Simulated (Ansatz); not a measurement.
# Cl2H2NSTa: how energies converge with the basis set

One table from this session's results is given with a row withheld; the runs are named, their logs left out.

Computed with Ansatz 0.2.0, Gaussian basis. Level: one geometry, several basis sets.

Levels to be run: PBE0-D4/def2-SVP; ωB97M-V/def2-SVP; PBE0-D4/def2-QZVPP; ωB97M-V/def2-QZVPP; the functionals' def2-TZVPP values are taken from earlier runs.

## Structure used throughout

All runs share one geometry, relaxed beforehand with PBE0-D4 in a triple-zeta def2 set. Ta takes the def2 core potential; no spin-orbit term is included.

7 atoms, charge 0, spin multiplicity 1.

Atoms are counted from 1 here; the program's logs count them from 0.

Bond lengths: N1–Ta2 1.942 Å, N1–H6 1.009 Å, N1–H7 1.013 Å, Ta2–S3 2.146 Å, Ta2–Cl4 2.293 Å, Ta2–Cl5 2.293 Å. Angles: Ta2–N1–H6 126.4°, Ta2–N1–H7 122.6°, H6–N1–H7 111.0°, N1–Ta2–S3 104.8°, N1–Ta2–Cl4 109.5°, N1–Ta2–Cl5 109.5°, S3–Ta2–Cl4 111.1°, S3–Ta2–Cl5 111.1°, Cl4–Ta2–Cl5 110.7°.

Set-up of the first run:

Input file in.yaml:

```yaml
crystal:
  periodic: [false, false, false]
  atoms:
    - {symbol: N, position_ang: [-0.513868, 0.714653, 0.857582]}
    - {symbol: Ta, position_ang: [0.306752, -0.429060, -0.480512]}
    - {symbol: S, position_ang: [1.000272, -2.141202, 0.612559]}
    - {symbol: Cl, position_ang: [-1.263093, -1.025847, -2.041439]}
    - {symbol: Cl, position_ang: [2.051726, 0.682460, -1.468784]}
    - {symbol: H, position_ang: [-0.586357, 0.523719, 1.845640]}
    - {symbol: H, position_ang: [-0.934233, 1.607179, 0.629153]}
basis:
  gaussian: {orbitals: def2-SVP}
hamiltonian: {xc: pbe0, dispersion: d4}
output: {orbitals: {seedname: orbitals}}
```

Steps of the session up to this table: PBE0-D4 in def2-SVP; ωB97M-V in def2-SVP; PBE0-D4 in def2-QZVPP; ωB97M-V in def2-QZVPP.

One of the session's tables, all rows but one given; the rest of the session is left out.

It belongs to the step «Density functionals: the series». 

| functional | basis | HOMO (eV) | LUMO (eV) |
| --- | --- | --- | --- |
| PBE0-D4 | def2-SVP | -7.92 | -2.31 |
| PBE0-D4 | def2-TZVPP | -7.88 | -2.33 |
| PBE0-D4 | def2-QZVPP | ? | ? |
| ωB97M-V | def2-SVP | -9.95 | -0.20 |
| ωB97M-V | def2-TZVPP | -9.94 | -0.26 |
| ωB97M-V | def2-QZVPP | -9.97 | -0.33 |

Q: Estimate the row for PBE0-D4, def2-QZVPP from the others.

As computed: HOMO (eV): -7.90; LUMO (eV): -2.37. In the column «HOMO (eV)» it lies between PBE0-D4, def2-SVP (-7.92) and PBE0-D4, def2-TZVPP (-7.88).
